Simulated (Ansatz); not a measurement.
# WNH (quintet): from Hartree-Fock to the top rungs, def2-QZVPP

An exercise on one series of results from a longer session: the logs are not shown, and one member is left open.

Method: def2-QZVPP, core rule «outside noble gas», up to 5 orbitals frozen; program: Ansatz 0.2.0, Gaussian basis.

To be run: UHF; ROHF; CCSD(T) on UHF.

2 further runs of the same task are left out: 2 set aside as unsound or not needed.

## The system

The geometry is a PBE0/def2-TZVP stationary point (not a proven minimum) of the parent state, kept for this charge and spin. No spin-orbit coupling is included. Elements past krypton take def2 core potentials.

3 atoms, charge 0, spin multiplicity 5.

Atoms are counted from 1 here; the program's logs count them from 0.

Bond lengths: W1–N2 1.692 Å, N2–H3 1.008 Å. Angles: W1–N2–H3 180.0°.

Set-up of the first run:

in.yaml reads:

```yaml
crystal:
  periodic: [false, false, false]
  atoms:
    - {symbol: W, position_ang: [0.000000, 0.000000, -1.464300]}
    - {symbol: N, position_ang: [0.000000, 0.000000, 0.228100]}
    - {symbol: H, position_ang: [0.000000, 0.000000, 1.236200]}
basis:
  gaussian: {orbitals: "def2-QZVPP.json"}
magnetization: {spin_polarized: true, initial_magnetization: 4}
hamiltonian: {xc: hf}
output: {orbitals: {seedname: orbitals}}
```

Launch:

```
$ ansatz run in.yaml --threads 1 --pin off --events-out ev --progress --plain --max-ram 4096MiB --backend cpu
```

Among the steps run: UHF; ROHF; CCSD(T) on UHF.

One of the session's tables, all rows but one given; the rest of the session is left out.

```
  method  from UCCSD(T) (meV)
    ROHF             +10659.8
     UHF             +10280.1
    UMP2                    ?
   UCCSD               +583.6
UCCSD(T)                    0
```

**Question.** Estimate the row for UMP2.

The run gave: from UCCSD(T) (meV): +740.4. In the column «from UCCSD(T) (meV)» it lies between UCCSD (+583.6) and UHF (+10280.1).
